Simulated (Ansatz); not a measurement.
**CH4Cl2FNOW: a ladder of functionals and wavefunction methods**

How much do the methods differ for CH4Cl2FNOW? The plan is to run it at one geometry with functionals of several rungs and with coupled cluster. Orbital energies and run times are compared, and the correlation energy is taken apart.

The runs use Ansatz 0.2.0, Gaussian basis; functionals in def2-TZVPP, the program's frozen cores in correlated methods.

Levels to be run: LDA (SPW92), PBE-D4, revPBE-D4, BLYP-D4, r2SCAN-D4, B97M-V, PBE0-D4, B3LYP-D4, r2SCANh-D4, r2SCAN0-D4, HSE06-D4, BHLYP-D4, CAM-B3LYP-D4, LC-ωPBE, ωB97X-V, ωB97M-V, B2PLYP, PBE-QIDH; CCSD(T)/def2-SVP; CCSD(T)/def2-TZVPP; MP2/def2-QZVPP; extrapolation to the limit; RPA on PBE.

## Step 1: Structure used throughout

An earlier PBE0-D4 in a triple-zeta def2 set relaxation fixed the geometry. W takes the def2 core potential; no spin-orbit term is included.

SMILES `C[N]=[W]([OH])([F])([Cl])[Cl]`, 11 atoms, charge 0, spin multiplicity 1.

Atoms are counted from 1 here; the program's logs count them from 0.

Bond lengths: C1–N2 1.407 Å, C1–H8 1.095 Å, C1–H9 1.097 Å, C1–H10 1.095 Å, N2–W3 1.738 Å, W3–O4 1.862 Å, W3–F5 1.857 Å, W3–Cl6 2.374 Å, W3–Cl7 2.294 Å, O4–H11 0.962 Å. Angles: N2–C1–H8 110.7°, N2–C1–H9 109.3°, N2–C1–H10 110.9°, H8–C1–H9 108.7°, H8–C1–H10 108.7°, H9–C1–H10 108.5°, C1–N2–W3 169.3°, N2–W3–O4 98.3°, N2–W3–F5 94.2°, N2–W3–Cl6 172.8°, N2–W3–Cl7 89.4°, O4–W3–F5 117.3°, O4–W3–Cl6 88.5°, O4–W3–Cl7 115.3°, F5–W3–Cl6 84.7°, F5–W3–Cl7 126.1°, Cl6–W3–Cl7 85.6°, W3–O4–H11 118.2°.

Coordinates:

```tsv
atom	x (Å)	y (Å)	z (Å)
C1	1.01390	-1.61881	-0.43916
N2	0.22806	-0.46800	-0.24692
W3	-0.45859	1.10338	0.03679
O4	-1.90193	0.57876	1.08991
F5	-0.79114	1.43358	-1.75983
Cl6	-1.13100	3.35916	0.34751
Cl7	1.43349	1.69414	1.19119
H8	1.16422	-1.81053	-1.50639
H9	1.99259	-1.47270	0.03406
H10	0.53808	-2.49602	0.01149
H11	-2.02228	-0.35997	1.26194
```

## Step 2: LDA

This LDA is Slater exchange with PW92 correlation.

File in.yaml:

```yaml
crystal:
  periodic: [false, false, false]
  atoms:
    - {symbol: C, position_ang: [1.013897, -1.618806, -0.439159]}
    - {symbol: N, position_ang: [0.228060, -0.468003, -0.246917]}
    - {symbol: W, position_ang: [-0.458588, 1.103382, 0.036791]}
    - {symbol: O, position_ang: [-1.901932, 0.578756, 1.089910]}
    - {symbol: F, position_ang: [-0.791138, 1.433577, -1.759826]}
    - {symbol: Cl, position_ang: [-1.130998, 3.359165, 0.347508]}
    - {symbol: Cl, position_ang: [1.433486, 1.694141, 1.191186]}
    - {symbol: H, position_ang: [1.164217, -1.810529, -1.506391]}
    - {symbol: H, position_ang: [1.992592, -1.472697, 0.034064]}
    - {symbol: H, position_ang: [0.538080, -2.496017, 0.011493]}
    - {symbol: H, position_ang: [-2.022276, -0.359968, 1.261940]}
basis:
  gaussian: {orbitals: def2-TZVPP}
hamiltonian: {xc: lda}
output: {orbitals: {seedname: orbitals}}
```

Command:

```console
> ansatz run in.yaml --threads 2 --pin off --events-out ev --progress --plain --max-ram 32768MiB --backend cuda --devices 0, --max-vram 18GiB
```

What it wrote:

```text
Functional definition: SPW92
  name "SPW92"
  cite "Dirac, Proc. Camb. Phil. Soc. 26, 376 (1930) doi:10.1017/S0305004100016108"
  cite "Slater, Phys. Rev. 81, 385 (1951) doi:10.1103/PhysRev.81.385"
  cite "Perdew & Wang, Phys. Rev. B 45, 13244 (1992) doi:10.1103/PhysRevB.45.13244"
  exchange = slater_x
  correlation = pw_c
1801 factors; their error is unknown
mean field evaluation 1: about -34074.9697 eV, gradient 1.2e2 eV
mean field evaluation 2: about -33750.9092 eV, gradient 3.7e2 eV
mean field evaluation 4: about -34093.2968 eV, gradient 6.3e1 eV
mean field evaluation 8: about -34100.3861 eV, gradient 1.8e0 eV
mean field evaluation 16: about -34100.3602 eV, gradient 5.3e-3 eV
mean field -34100.36021861 eV, -1253.1651239795 hartree, gradient 7.1e-5 eV, S^2 0.000000; 0 other end points of the search recorded, 0 dependent functions left out
reference -34100.36026319 eV, -1253.1651256179 hartree; 41, 41 occupied and 279, 279 virtual orbitals, 1801 factors
Total energy: -34100.36026319 eV, -1253.1651256179 hartree
```

Run time: 12 s. Hardware: 1 × H100 (card shared with other runs) with 2 threads of AMD EPYC 7R13, shared host; peak host memory 0.82 GiB.

HOMO -6.90 eV, LUMO -3.29 eV.

## Step 3: PBE-D4 (GGA)

Edit in.yaml of step 2 so:

```diff
@@ -16,3 +16,3 @@
   gaussian: {orbitals: def2-TZVPP}
-hamiltonian: {xc: lda}
-output: {orbitals: {seedname: orbitals}}
+hamiltonian: {xc: pbe, dispersion: d4}
+output: {forces: true, orbitals: {seedname: orbitals}}
```

Same command.

What it wrote, cut to the lines that bear on the results:

```text
Functional definition: PBE
  name "PBE"
  cite "Perdew, Burke & Ernzerhof, Phys. Rev. Lett. 77, 3865 (1996) doi:10.1103/PhysRevLett.77.3865"
  parent pbe
[...]
1801 factors; their error is unknown
[...]
mean field -34220.82917122 eV, -1257.5922763313 hartree, gradient 5.5e-5 eV, S^2 0.000000; 0 other end points of the search recorded, 0 dependent functions left out
[...]
reference -34220.82921966 eV, -1257.5922781112 hartree; 41, 41 occupied and 279, 279 virtual orbitals, 1801 factors
Total energy: -34221.18845920 eV, -1257.6054799209 hartree
Atom 0 at     1.013897    -1.618806    -0.439159 Å, force    -0.025743     0.029026     0.005229 eV/Å
Atom 1 at     0.228060    -0.468003    -0.246917 Å, force     0.302177    -0.828548    -0.156807 eV/Å
Atom 2 at    -0.458588     1.103382     0.036791 Å, force    -0.054238     0.837423     0.178222 eV/Å
Atom 3 at    -1.901932     0.578756     1.089910 Å, force    -0.452249     0.278322     0.288632 eV/Å
Atom 4 at    -0.791138     1.433577    -1.759826 Å, force    -0.093668     0.080659    -0.543437 eV/Å
Atom 5 at    -1.130998     3.359165     0.347508 Å, force    -0.093612     0.283863     0.045100 eV/Å
Atom 6 at     1.433486     1.694141     1.191186 Å, force     0.263899     0.062792     0.153172 eV/Å
Atom 7 at     1.164217    -1.810529    -1.506391 Å, force     0.052023    -0.072653    -0.227546 eV/Å
Atom 8 at     1.992592    -1.472697     0.034064 Å, force     0.225282     0.001224     0.095065 eV/Å
Atom 9 at     0.538080    -2.496017     0.011493 Å, force    -0.078351    -0.213362     0.088234 eV/Å
Atom 10 at    -2.022276    -0.359968     1.261940 Å, force    -0.045520    -0.458746     0.074136 eV/Å
Dipole moment:     0.169261    -1.295289     0.016204 e Å
```

It took 13 s on 1 × H100 (card shared with other runs) with 2 threads of AMD EPYC 7R13, shared host; peak host memory 0.84 GiB.

HOMO -6.73 eV, LUMO -3.07 eV.

## Step 4: revPBE-D4 (GGA)

Edit in.yaml of step 3 so:

```diff
@@ -16,3 +16,3 @@
   gaussian: {orbitals: def2-TZVPP}
-hamiltonian: {xc: pbe, dispersion: d4}
-output: {forces: true, orbitals: {seedname: orbitals}}
+hamiltonian: {xc: {name: revPBE}, dispersion: d4}
+output: {orbitals: {seedname: orbitals}}
```

Same command.

What it wrote:

```text
Functional definition: revPBE
  name "revPBE"
  cite "Zhang & Yang, Phys. Rev. Lett. 80, 890 (1998) doi:10.1103/PhysRevLett.80.890"
  cite "Perdew, Burke & Ernzerhof, Phys. Rev. Lett. 77, 3865 (1996) doi:10.1103/PhysRevLett.77.3865"
  parameter kappa = 1.245
  parameter beta = 0.06672455060314922
  exchange = pbe_x(kappa = kappa, mu = beta*pi^2/3)
  correlation = pbe_c(beta = beta)
1801 factors; their error is unknown
mean field evaluation 1: about -34208.6767 eV, gradient 1.1e2 eV
mean field evaluation 2: about -33896.9644 eV, gradient 3.6e2 eV
mean field evaluation 4: about -34226.0436 eV, gradient 6.0e1 eV
mean field evaluation 8: about -34232.6361 eV, gradient 1.7e0 eV
mean field evaluation 16: about -34232.6080 eV, gradient 6.2e-3 eV
mean field -34232.60802785 eV, -1258.0251413282 hartree, gradient 3.9e-5 eV, S^2 0.000000; 0 other end points of the search recorded, 0 dependent functions left out
reference -34232.60808866 eV, -1258.0251435630 hartree; 41, 41 occupied and 279, 279 virtual orbitals, 1801 factors
Total energy: -34233.52886911 eV, -1258.0589816205 hartree
```

Wall time 10 s (1 × H100 (card shared with other runs) with 2 threads of AMD EPYC 7R13, shared host); peak host memory 0.83 GiB.

HOMO -6.66 eV, LUMO -2.99 eV.

## Step 5: BLYP-D4 (GGA)

Edit in.yaml of step 4 so:

```diff
@@ -16,3 +16,3 @@
   gaussian: {orbitals: def2-TZVPP}
-hamiltonian: {xc: {name: revPBE}, dispersion: d4}
+hamiltonian: {xc: {name: BLYP}, dispersion: d4}
 output: {orbitals: {seedname: orbitals}}
```

Launched as before.

What it wrote:

```text
Functional definition: BLYP
  name "BLYP"
  cite "Becke, Phys. Rev. A 38, 3098 (1988) doi:10.1103/PhysRevA.38.3098"
  cite "Lee, Yang & Parr, Phys. Rev. B 37, 785 (1988) doi:10.1103/PhysRevB.37.785"
  parameter beta = 0.0042
  parameter a = 0.04918
  parameter b = 0.132
  parameter c = 0.2533
  parameter d = 0.349
  exchange = b88_x(beta = beta)
  correlation = lyp_c(a = a, b = b, c = c, d = d)
1801 factors; their error is unknown
mean field evaluation 1: about -34207.6774 eV, gradient 1.2e2 eV
mean field evaluation 2: about -33860.1635 eV, gradient 3.8e2 eV
mean field evaluation 4: about -34227.2591 eV, gradient 6.9e1 eV
mean field evaluation 8: about -34235.7849 eV, gradient 1.7e0 eV
mean field evaluation 16: about -34235.7559 eV, gradient 8.6e-2 eV
mean field -34235.75592164 eV, -1258.1408242913 hartree, gradient 8.0e-5 eV, S^2 0.000000; 0 other end points of the search recorded, 0 dependent functions left out
reference -34235.75635266 eV, -1258.1408401313 hartree; 41, 41 occupied and 279, 279 virtual orbitals, 1801 factors
Total energy: -34236.51486636 eV, -1258.1687149955 hartree
```

Run time: 12 s. Hardware: 1 × H100 (card shared with other runs) with 2 threads of AMD EPYC 7R13, shared host; peak host memory 0.83 GiB.

HOMO -6.56 eV, LUMO -2.97 eV.

## Step 6: r2SCAN-D4 (meta-GGA)

Edit in.yaml of step 5 so:

```diff
@@ -16,3 +16,3 @@
   gaussian: {orbitals: def2-TZVPP}
-hamiltonian: {xc: {name: BLYP}, dispersion: d4}
-output: {orbitals: {seedname: orbitals}}
+hamiltonian: {xc: r2scan, dispersion: d4}
+output: {forces: true, orbitals: {seedname: orbitals}}
```

Same command.

What it wrote, cut to the lines that bear on the results:

```text
Functional definition: r2SCAN
  name "r2SCAN"
  cite "Furness, Kaplan, Ning, Perdew & Sun, J. Phys. Chem. Lett. 11, 8208 (2020) doi:10.1021/acs.jpclett.0c02405"
  cite "Furness, Kaplan, Ning, Perdew & Sun, J. Phys. Chem. Lett. 11, 9248 (2020) doi:10.1021/acs.jpclett.0c03077"
  parent r2scan
[...]
1801 factors; their error is unknown
[...]
mean field -34233.59561350 eV, -1258.0614344314 hartree, gradient 4.4e-5 eV, S^2 0.000000; 0 other end points of the search recorded, 0 dependent functions left out
[...]
reference -34233.59562669 eV, -1258.0614349165 hartree; 41, 41 occupied and 279, 279 virtual orbitals, 1801 factors
Total energy: -34233.68394853 eV, -1258.0646806839 hartree
Atom 0 at     1.013897    -1.618806    -0.439159 Å, force     0.065522    -0.080859    -0.013121 eV/Å
Atom 1 at     0.228060    -0.468003    -0.246917 Å, force     0.128138    -0.453618    -0.108281 eV/Å
Atom 2 at    -0.458588     1.103382     0.036791 Å, force    -0.053150     0.407551     0.004778 eV/Å
Atom 3 at    -1.901932     0.578756     1.089910 Å, force    -0.231450    -0.010342     0.152593 eV/Å
Atom 4 at    -0.791138     1.433577    -1.759826 Å, force    -0.027003     0.021697    -0.131218 eV/Å
Atom 5 at    -1.130998     3.359165     0.347508 Å, force    -0.073931     0.168406     0.011712 eV/Å
Atom 6 at     1.433486     1.694141     1.191186 Å, force     0.152789     0.039101     0.087976 eV/Å
Atom 7 at     1.164217    -1.810529    -1.506391 Å, force     0.009603    -0.015017     0.006741 eV/Å
Atom 8 at     1.992592    -1.472697     0.034064 Å, force     0.006499    -0.015670    -0.003899 eV/Å
Atom 9 at     0.538080    -2.496017     0.011493 Å, force     0.013428    -0.008463    -0.005430 eV/Å
Atom 10 at    -2.022276    -0.359968     1.261940 Å, force     0.009556    -0.052784    -0.001851 eV/Å
Dipole moment:     0.176787    -1.339850     0.012284 e Å
```

It took 13 s on 1 × H100 (card shared with other runs) with 2 threads of AMD EPYC 7R13, shared host; peak host memory 0.87 GiB.

HOMO -7.08 eV, LUMO -3.05 eV.

## Step 7: B97M-V (meta-GGA)

Edit in.yaml of step 6 so:

```diff
@@ -16,3 +16,3 @@
   gaussian: {orbitals: def2-TZVPP}
-hamiltonian: {xc: r2scan, dispersion: d4}
-output: {forces: true, orbitals: {seedname: orbitals}}
+hamiltonian: {xc: {name: B97M-V}}
+output: {orbitals: {seedname: orbitals}}
```

Same command.

What it wrote, cut to the lines that bear on the results:

```text
Functional definition: B97M-V
  name "B97M-V"
  cite "Mardirossian & Head-Gordon, J. Chem. Phys. 142, 074111 (2015) doi:10.1063/1.4907719"
  cite "Becke, J. Chem. Phys. 107, 8554 (1997) doi:10.1063/1.475007"
  cite "Vydrov & Van Voorhis, J. Chem. Phys. 133, 244103 (2010) doi:10.1063/1.3521275"
  # Of w^i u^j: cxij and so on, Table III.
[...]
  gx(w, u) = cx00 + cx01*u + cx02*u^2 + (cx10 + cx11*u)*w
  gss(w, u) = css00 + css02*u^2 + css10*w + (css32*w^3 + css42*w^4)*u^2
  gos(w, u) = cos00 + cos01*u + cos03*u^3 + cos10*w + cos32*w^3*u^2
[...]
      + integral(e_c_pw_mod_opposite_spin*gos(b97_w_opposite, b97_u_opposite)) + vv10(b, c)
1801 factors; their error is unknown
[...]
mean field -34229.25317746 eV, -1257.9018528507 hartree, gradient 1.8e-5 eV, S^2 0.000000; 0 other end points of the search recorded, 0 dependent functions left out
reference -34229.25324420 eV, -1257.9018553030 hartree; 41, 41 occupied and 279, 279 virtual orbitals, 1801 factors
Total energy: -34229.25324420 eV, -1257.9018553030 hartree
```

Wall time 17 s (1 × H100 (card shared with other runs) with 2 threads of AMD EPYC 7R13, shared host); peak host memory 0.94 GiB.

HOMO -7.18 eV, LUMO -3.04 eV.

## Step 8: PBE0-D4 (hybrid)

Edit in.yaml of step 7 so:

```diff
@@ -16,3 +16,3 @@
   gaussian: {orbitals: def2-TZVPP}
-hamiltonian: {xc: {name: B97M-V}}
+hamiltonian: {xc: pbe0, dispersion: d4}
 output: {orbitals: {seedname: orbitals}}
```

Its log isn't repeated here (it stands with the study of this molecule's fields); it ends on a total energy of -34221.243876 eV.

HOMO -8.11 eV, LUMO -2.41 eV.

## Step 9: B3LYP-D4 (hybrid)

B3LYP here takes the VWN-RPA correlation.

Edit in.yaml of step 8 so:

```diff
@@ -16,3 +16,3 @@
   gaussian: {orbitals: def2-TZVPP}
-hamiltonian: {xc: pbe0, dispersion: d4}
-output: {orbitals: {seedname: orbitals}}
+hamiltonian: {xc: {name: B3LYP}, dispersion: d4}
+output: {forces: true, orbitals: {seedname: orbitals}}
```

The command is unchanged.

What it wrote, cut to the lines that bear on the results:

```text
Functional definition: B3LYP
  name "B3LYP"
  cite "Stephens, Devlin, Chabalowski & Frisch, J. Phys. Chem. 98, 11623 (1994) doi:10.1021/j100096a001"
  cite "Becke, Phys. Rev. A 38, 3098 (1988) doi:10.1103/PhysRevA.38.3098"
  cite "Lee, Yang & Parr, Phys. Rev. B 37, 785 (1988) doi:10.1103/PhysRevB.37.785"
  cite "Vosko, Wilk & Nusair, Can. J. Phys. 58, 1200 (1980) doi:10.1139/p80-159"
[...]
1884 factors; their error is unknown
[...]
mean field -34238.73860305 eV, -1258.2504358114 hartree, gradient 4.2e-5 eV, S^2 0.000000; 0 other end points of the search recorded, 0 dependent functions left out
[...]
reference -34238.73891973 eV, -1258.2504474493 hartree; 41, 41 occupied and 279, 279 virtual orbitals, 1884 factors
Total energy: -34239.32049924 eV, -1258.2718201021 hartree
Atom 0 at     1.013897    -1.618806    -0.439159 Å, force     0.153609    -0.205668    -0.032630 eV/Å
Atom 1 at     0.228060    -0.468003    -0.246917 Å, force     0.051340    -0.268566    -0.064631 eV/Å
Atom 2 at    -0.458588     1.103382     0.036791 Å, force    -0.037300     0.125791    -0.025360 eV/Å
Atom 3 at    -1.901932     0.578756     1.089910 Å, force    -0.289382    -0.128465     0.223480 eV/Å
Atom 4 at    -0.791138     1.433577    -1.759826 Å, force    -0.055053     0.066277    -0.358636 eV/Å
Atom 5 at    -1.130998     3.359165     0.347508 Å, force    -0.118714     0.346980     0.037843 eV/Å
Atom 6 at     1.433486     1.694141     1.191186 Å, force     0.332778     0.093270     0.195647 eV/Å
Atom 7 at     1.164217    -1.810529    -1.506391 Å, force     0.004514    -0.009698     0.048912 eV/Å
Atom 8 at     1.992592    -1.472697     0.034064 Å, force    -0.032735    -0.029042    -0.027092 eV/Å
Atom 9 at     0.538080    -2.496017     0.011493 Å, force     0.031521     0.024451    -0.024121 eV/Å
Atom 10 at    -2.022276    -0.359968     1.261940 Å, force    -0.040577    -0.015332     0.026588 eV/Å
Dipole moment:     0.195892    -1.336578     0.024556 e Å
```

Wall time 16 s (1 × H100 (card shared with other runs) with 2 threads of AMD EPYC 7R13, shared host); peak host memory 0.93 GiB.

HOMO -7.83 eV, LUMO -2.61 eV.

## Step 10: r2SCANh-D4 (hybrid)

Edit in.yaml of step 9 so:

```diff
@@ -16,3 +16,3 @@
   gaussian: {orbitals: def2-TZVPP}
-hamiltonian: {xc: {name: B3LYP}, dispersion: d4}
-output: {forces: true, orbitals: {seedname: orbitals}}
+hamiltonian: {xc: {name: r2SCANh}, dispersion: d4}
+output: {orbitals: {seedname: orbitals}}
```

Same command.

What it wrote, cut to the lines that bear on the results:

```text
Functional definition: r2SCANh
  name "r2SCANh"
  cite "Bursch, Neugebauer, Ehlert & Grimme, J. Chem. Phys. 156, 134105 (2022) doi:10.1063/5.0086040"
  cite "Furness, Kaplan, Ning, Perdew & Sun, J. Phys. Chem. Lett. 11, 8208 (2020) doi:10.1021/acs.jpclett.0c02405"
  cite "Furness, Kaplan, Ning, Perdew & Sun, J. Phys. Chem. Lett. 11, 9248 (2020) doi:10.1021/acs.jpclett.0c03077"
  parent r2scan
[...]
1801 factors; their error is unknown
[...]
mean field -34232.18591091 eV, -1258.0096288169 hartree, gradient 6.2e-5 eV, S^2 0.000000; 0 other end points of the search recorded, 0 dependent functions left out
reference -34232.18592299 eV, -1258.0096292609 hartree; 41, 41 occupied and 279, 279 virtual orbitals, 1801 factors
Total energy: -34232.28174440 eV, -1258.0131506329 hartree
```

It took 14 s on 1 × H100 (card shared with other runs) with 2 threads of AMD EPYC 7R13, shared host; peak host memory 0.87 GiB.

HOMO -7.58 eV, LUMO -2.79 eV.

## Step 11: r2SCAN0-D4 (hybrid)

Edit in.yaml of step 10 so:

```diff
@@ -16,3 +16,3 @@
   gaussian: {orbitals: def2-TZVPP}
-hamiltonian: {xc: {name: r2SCANh}, dispersion: d4}
+hamiltonian: {xc: {name: r2SCAN0}, dispersion: d4}
 output: {orbitals: {seedname: orbitals}}
```

Same command.

What it wrote, cut to the lines that bear on the results:

```text
Functional definition: r2SCAN0
  name "r2SCAN0"
  cite "Bursch, Neugebauer, Ehlert & Grimme, J. Chem. Phys. 156, 134105 (2022) doi:10.1063/5.0086040"
  cite "Furness, Kaplan, Ning, Perdew & Sun, J. Phys. Chem. Lett. 11, 8208 (2020) doi:10.1021/acs.jpclett.0c02405"
  cite "Furness, Kaplan, Ning, Perdew & Sun, J. Phys. Chem. Lett. 11, 9248 (2020) doi:10.1021/acs.jpclett.0c03077"
  parent r2scan
[...]
1928 factors; their error is unknown
[...]
mean field -34230.14396425 eV, -1257.9345886611 hartree, gradient 5.2e-5 eV, S^2 0.000000; 0 other end points of the search recorded, 0 dependent functions left out
reference -34230.14397467 eV, -1257.9345890442 hartree; 41, 41 occupied and 279, 279 virtual orbitals, 1928 factors
Total energy: -34230.25054662 eV, -1257.9385054911 hartree
```

It took 11 s on 1 × H100 (card shared with other runs) with 2 threads of AMD EPYC 7R13, shared host; peak host memory 0.88 GiB.

HOMO -8.34 eV, LUMO -2.39 eV.

## Step 12: HSE06-D4 (hybrid)

HSE06 is the plane-wave form, built on full-range PBE exchange.

Edit in.yaml of step 11 so:

```diff
@@ -16,3 +16,3 @@
   gaussian: {orbitals: def2-TZVPP}
-hamiltonian: {xc: {name: r2SCAN0}, dispersion: d4}
+hamiltonian: {xc: hse06, dispersion: d4}
 output: {orbitals: {seedname: orbitals}}
```

Launched as before.

What it wrote, cut to the lines that bear on the results:

```text
Functional definition: HSE06
  name "HSE06"
  cite "Heyd, Scuseria & Ernzerhof, J. Chem. Phys. 118, 8207 (2003) doi:10.1063/1.1564060"
  cite "Krukau, Vydrov, Izmaylov & Scuseria, J. Chem. Phys. 125, 224106 (2006) doi:10.1063/1.2404663"
  cite "Heyd & Scuseria, J. Chem. Phys. 120, 7274 (2004) doi:10.1063/1.1668634"
  cite "Ernzerhof & Perdew, J. Chem. Phys. 109, 3313 (1998) doi:10.1063/1.476928"
  cite "Perdew, Burke & Ernzerhof, Phys. Rev. Lett. 77, 3865 (1996) doi:10.1103/PhysRevLett.77.3865"
  parent pbe
[...]
  # The whole range is PBE's own exchange, as in plane waves. The composition of these papers is wPBEh.
[...]
1928 factors; their error is unknown
127 factors; integrals over basis functions are off by at most 4.2e-7 eV
[...]
mean field -34220.18080679 eV, -1257.5684493781 hartree, gradient 3.7e-5 eV, S^2 0.000000; 0 other end points of the search recorded, 0 dependent functions left out
reference -34220.18085375 eV, -1257.5684511037 hartree; 41, 41 occupied and 279, 279 virtual orbitals, 1928 factors
Total energy: -34220.47347540 eV, -1257.5792047510 hartree
```

Wall time 13 s (1 × H100 (card shared with other runs) with 2 threads of AMD EPYC 7R13, shared host); peak host memory 0.85 GiB.

HOMO -7.71 eV, LUMO -2.78 eV.

## Step 13: BHLYP-D4 (hybrid)

Edit in.yaml of step 12 so:

```diff
@@ -16,3 +16,3 @@
   gaussian: {orbitals: def2-TZVPP}
-hamiltonian: {xc: hse06, dispersion: d4}
+hamiltonian: {xc: {name: BHLYP}, dispersion: d4}
 output: {orbitals: {seedname: orbitals}}
```

Launched as before.

What it wrote:

```text
Functional definition: BHLYP
  name "BHLYP"
  cite "Becke, J. Chem. Phys. 98, 1372 (1993) doi:10.1063/1.464304"
  cite "Becke, Phys. Rev. A 38, 3098 (1988) doi:10.1103/PhysRevA.38.3098"
  cite "Lee, Yang & Parr, Phys. Rev. B 37, 785 (1988) doi:10.1103/PhysRevB.37.785"
  parameter a = 0.5
  exchange = (1 - a)*b88_x + a*exact_x
  correlation = lyp_c
2140 factors; their error is unknown
mean field evaluation 1: about -34213.1754 eV, gradient 9.3e1 eV
mean field evaluation 2: about -34120.4289 eV, gradient 2.4e2 eV
mean field evaluation 4: about -34228.7109 eV, gradient 1.6e1 eV
mean field evaluation 8: about -34229.1543 eV, gradient 1.4e-1 eV
mean field evaluation 16: about -34229.3655 eV, gradient 1.5e-3 eV
mean field -34229.36547842 eV, -1257.9059798347 hartree, gradient 1.5e-5 eV, S^2 0.000000; 0 other end points of the search recorded, 0 dependent functions left out
reference -34229.36569029 eV, -1257.9059876208 hartree; 41, 41 occupied and 279, 279 virtual orbitals, 2140 factors
Total energy: -34229.86889049 eV, -1257.9244798869 hartree
```

It took 9.5 s on 1 × H100 (card shared with other runs) with 2 threads of AMD EPYC 7R13, shared host; peak host memory 0.85 GiB.

HOMO -9.34 eV, LUMO -1.59 eV.

(Part 1 of 2 ends here.)
